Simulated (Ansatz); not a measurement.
**CH₄BFTeZn: a ladder of functionals and wavefunction methods**

The task here is to estimate one member of a computed series from the others.

Method: functionals in def2-TZVPP, the program's frozen cores in correlated methods; program: Ansatz 0.2.0, Gaussian basis.

Plan: LDA (SPW92), PBE-D4, revPBE-D4, BLYP-D4, r2SCAN-D4, B97M-V, PBE0-D4, B3LYP-D4, r2SCANh-D4, r2SCAN0-D4, HSE06-D4, BHLYP-D4, CAM-B3LYP-D4, LC-ωPBE, ωB97X-V, ωB97M-V, B2PLYP, PBE-QIDH; CCSD(T)/def2-SVP; MP2/def2-TZVPP; MP2/def2-QZVPP; RPA on PBE.

### Structure used throughout

The geometry comes from an earlier relaxation with PBE0-D4 in a triple-zeta def2 set; it is a stationary point, not always the lowest conformer. Te takes the def2 core potential; no spin-orbit term is included.

SMILES `[CH3][Zn][Te]BF`, 9 atoms, charge 0, spin multiplicity 1.

Atoms are counted from 1 here; the program's logs count them from 0.

Bond lengths: C1–Zn2 1.942 Å, C1–H6 1.092 Å, C1–H7 1.092 Å, C1–H8 1.092 Å, Zn2–Te3 2.506 Å, Te3–B4 2.145 Å, B4–F5 1.329 Å, B4–H9 1.196 Å. Angles: Zn2–C1–H6 110.6°, Zn2–C1–H7 110.3°, Zn2–C1–H8 110.2°, H6–C1–H7 108.6°, H6–C1–H8 108.6°, H7–C1–H8 108.5°, C1–Zn2–Te3 179.7°, Zn2–Te3–B4 89.5°, Te3–B4–F5 121.4°, Te3–B4–H9 120.5°, F5–B4–H9 118.1°.

The first run:

Input file in.yaml:

```yaml
crystal:
  periodic: [false, false, false]
  atoms:
    - {symbol: C, position_ang: [-0.756441, -1.374216, -1.574640]}
    - {symbol: Zn, position_ang: [0.405263, -0.745765, -0.150808]}
    - {symbol: Te, position_ang: [1.910300, 0.055583, 1.686251]}
    - {symbol: B, position_ang: [0.724968, 1.835694, 1.857387]}
    - {symbol: F, position_ang: [-0.331288, 2.041169, 1.077623]}
    - {symbol: H, position_ang: [-0.370924, -2.301066, -2.004328]}
    - {symbol: H, position_ang: [-1.760745, -1.560920, -1.189082]}
    - {symbol: H, position_ang: [-0.822000, -0.624783, -2.365991]}
    - {symbol: H, position_ang: [1.000866, 2.674313, 2.663579]}
basis:
  gaussian: {orbitals: def2-TZVPP}
hamiltonian: {xc: lda}
output: {orbitals: {seedname: orbitals}}
```

Command:

```console
$ ansatz run in.yaml --threads 4 --pin off --events-out ev --progress --plain --max-ram 10444MiB
```

Among the steps run: LDA; PBE-D4 (GGA); revPBE-D4 (GGA); BLYP-D4 (GGA); r2SCAN-D4 (meta-GGA); B97M-V (meta-GGA); PBE0-D4 (hybrid); B3LYP-D4 (hybrid); r2SCANh-D4 (hybrid); r2SCAN0-D4 (hybrid); HSE06-D4 (hybrid); BHLYP-D4 (hybrid); CAM-B3LYP-D4 (range-separated); LC-ωPBE (range-separated); ωB97X-V (range-separated); ωB97M-V (range-separated); B2PLYP (double hybrid); PBE-QIDH (double hybrid).

One table of the session follows, with a row left open; its other results are not shown here.

It belongs to the step «Orbital energies across the functionals». 

| functional | HOMO (eV) | gap (eV) |
| --- | --- | --- |
| LDA (SPW92) | -6.04 | 3.82 |
| PBE-D4 | -5.86 | 3.90 |
| revPBE-D4 | -5.79 | 3.94 |
| BLYP-D4 | -5.66 | 3.86 |
| r2SCAN-D4 | -6.09 | 4.41 |
| B97M-V | -6.02 | 4.32 |
| PBE0-D4 | -6.81 | 5.73 |
| B3LYP-D4 | -6.58 | 5.31 |
| r2SCANh-D4 | ? | ? |
| r2SCAN0-D4 | -6.97 | 6.06 |
| HSE06-D4 | -6.42 | 4.97 |
| BHLYP-D4 | -7.59 | 7.45 |
| CAM-B3LYP-D4 | -7.95 | 7.90 |
| LC-ωPBE | -9.20 | 10.23 |
| ωB97X-V | -8.89 | 9.85 |
| ωB97M-V | -8.80 | 9.53 |

Estimate the missing values for r2SCANh-D4.

Worked estimate for «HOMO (eV)». Against the share of exact exchange, r2SCAN-D4 (0, -6.09), r2SCAN0-D4 (0.25, -6.97) give a slope of -3.52 per unit share; at 0.1 the line stands at -6.44.

The run gave: HOMO (eV): -6.45; gap (eV): 5.07. In «HOMO (eV)» the line misses by +0.01.
